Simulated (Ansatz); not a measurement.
# ScAl: the cost of one run

Computed with Ansatz 0.2.0 (DFT PBEsol, scalar-relativistic, plane waves, PAW, unless a step's input says otherwise).

4 further runs of the same task are left out: 1 that didn't finish, 3 set aside as unsound or not needed.

## (1) Starting point

The structure is orthorhombic, space group Cmcm (No. 63). Conventional cell: a = 3.291 Å, b = 11.017 Å, c = 4.337 Å, α = 90.00°, β = 90.00°, γ = 90.00°. Sc (site symmetry m2m) has 7 Al at 2.91 to 3.04 Å and 6 Sc at 3.29 to 3.33 Å in its first shell of neighbours. Al (site symmetry m2m) has 2 Al at 2.66 Å and 7 Sc at 2.91 to 3.04 Å in its first shell of neighbours.

Structure file:

```xyz
8
Lattice="0.0000 0.0000 -4.3368 1.6454 -5.5086 0.0000 -6.5814 0.0000 0.0000" Properties=species:S:1:pos:R:3 pbc="T T T"
Sc   -1.6454   -3.7157   -3.2526
Sc   -4.9361   -3.7157   -3.2526
Sc    0.0000   -1.7930   -1.0842
Sc   -3.2907   -1.7930   -1.0842
Al   -1.6454   -0.7669   -3.2526
Al   -4.9361   -0.7669   -3.2526
Al    0.0000   -4.7418   -1.0842
Al   -3.2907   -4.7418   -1.0842
```

It goes back to an entry of the Materials Project, which need not be the stable form.

It is built from the cell relaxed beforehand with the same method (19.65 Å³/atom).

## (2) The undisturbed cell

input.yaml reads:

```yaml
crystal:
  lattice:
    - [0.0, 0.0, -4.3368114837]
    - [1.645357317, -5.5086345991, 0.0]
    - [-6.5814292681, 0.0, 0.0]
  atoms:
    - { symbol: Sc, position: [0.75, 0.6745181578, 0.4186295395] }
    - { symbol: Sc, position: [0.75, 0.6745181578, 0.9186295395] }
    - { symbol: Sc, position: [0.25, 0.3254818422, 0.0813704605] }
    - { symbol: Sc, position: [0.25, 0.3254818422, 0.5813704605] }
    - { symbol: Al, position: [0.75, 0.1392088133, 0.2848022033] }
    - { symbol: Al, position: [0.75, 0.1392088133, 0.7848022033] }
    - { symbol: Al, position: [0.25, 0.8607911867, 0.2151977967] }
    - { symbol: Al, position: [0.25, 0.8607911867, 0.7151977967] }
basis:
  ecutwfc: 420
kpoints:
  mp_grid: { grid: [8, 6, 6] }
hamiltonian:
  xc: pbesol
scf:
  occupations: { method: gaussian, width: 0.15 }
output:
  forces: true
  stress: true
  eigenvalues: true
```

The run is started by

```
> ansatz run input.yaml --threads 2 --pin off --max-ram 5120MiB --backend cpu --events-out ev --progress --plain --runs-dir out
```

Q: Estimate wall time and peak memory on 2 threads of Arm Neoverse V1, shared host.

About 16 s, with a peak of 0.66 GiB.
